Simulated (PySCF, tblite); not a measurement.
**C₇H₇OPS: infrared bands and NMR shifts**

Wanted: the infrared bands and NMR shifts of C₇H₇OPS (`CSc1ccpcc1C=O`), by calculation.

Computed with tblite 0.8.0 and PySCF 2.14.0, with density-fitted response routines of our own, on a single molecule in the gas phase. Atoms are numbered from 0 throughout.

## 1. The molecule as given

17 atoms, charge 0, multiplicity 1; geometry from: GFN2-xTB.

Bonds of the start (Å): C0–S1 1.82, S1–C2 1.79, C2–C3 1.39, C3–C4 1.38, C4–P5 1.74, P5–C6 1.73, C6–C7 1.39, C7–C8 1.48, C8–O9 1.20, C7–C2 1.40, C0–H10 1.09, C0–H11 1.09, C0–H12 1.08, C3–H13 1.08, C4–H14 1.08, C6–H15 1.08, C8–H16 1.10.

## 2. Infrared spectrum with GFN2-xTB

Job settings and geometry (Å):

```
{"job": {"kind": "ir", "xc": "GFN2-xTB", "basis": "xTB"}, "charge": 0, "multiplicity": 1}
C      2.579258     0.371337     0.047747
S      1.415328     0.302437     1.447677
C     -0.103962     0.320106     0.495086
C     -0.587133     1.565252     0.120594
C     -1.729815     1.754477    -0.625673
P     -2.760879     0.491412    -1.229775
C     -1.913437    -0.882807    -0.611280
C     -0.749944    -0.869119     0.148137
C     -0.212941    -2.178499     0.574232
O     -0.663765    -3.242573     0.237518
H      2.394345     1.267963    -0.536453
H      2.459394    -0.517433    -0.565358
H      3.574824     0.400805     0.477381
H     -0.025323     2.432059     0.444997
H     -2.020028     2.772301    -0.856244
H     -2.321813    -1.864467    -0.825945
H      0.658892    -2.111222     1.247447
```

**Question.** This job is followed by: GIAO PBE0/pcSseg-1 NMR shielding, non-relativistic, gas phase. Predict these results of the whole session: strongest single infrared mode (GFN2-xTB); zero-point energy (GFN2-xTB); ¹³C shifts against TMS (PBE0/pcSseg-1); ¹H shifts against TMS (PBE0/pcSseg-1, means over atoms taken as alike); ³³S shifts against CS2 (PBE0/pcSseg-1); ³¹P shifts against H3PO4 (PBE0/pcSseg-1); ¹⁷O shifts against H2O (PBE0/pcSseg-1).

The runs gave:

| quantity | value |
| --- | --- |
| strongest single infrared mode (GFN2-xTB) | 1746 cm⁻¹, 343 km/mol |
| zero-point energy (GFN2-xTB) | 73.8 kcal/mol |
| ¹³C shifts against TMS (PBE0/pcSseg-1) | 198.3, 172.4, 167.9, 153.1, 150.1, 141.4, 29.4 ppm |
| ¹H shifts against TMS (PBE0/pcSseg-1, means over atoms taken as alike) | 11.51, 10.18, 9.51, 8.69, 2.27 ppm |
| ³³S shifts against CS2 (PBE0/pcSseg-1) | -28 ppm |
| ³¹P shifts against H3PO4 (PBE0/pcSseg-1) | 241.2 ppm |
| ¹⁷O shifts against H2O (PBE0/pcSseg-1) | 693.6 ppm |

The lowest mode is imaginary (49i cm⁻¹), so the xTB geometry is not a minimum. The strongest single mode, at 1746 cm⁻¹, moves mainly C8 and O9. Unscaled tight-binding wavenumbers are off by several per cent, some by more. Its intensities can rank the bands wrongly. C8 (aldehyde carbonyl carbon) lies farthest downfield among carbon, at 198.3 ppm; low-lying n→π* states of the double bond to the heteroatom give a large paramagnetic term (-257 ppm). The most deshielded hydrogen is H16 (hydrogen on an aldehyde carbonyl carbon), at 11.51 ppm: the formyl region, downfield of aromatic protons. At PBE0/pcSseg-1: Shielding is most anisotropic at O9 (span 1440 ppm, paramagnetic term -755 ppm). NICS(1)zz of -25 ppm above the planar ring from C2 marks a diatropic (aromatic) ring current.
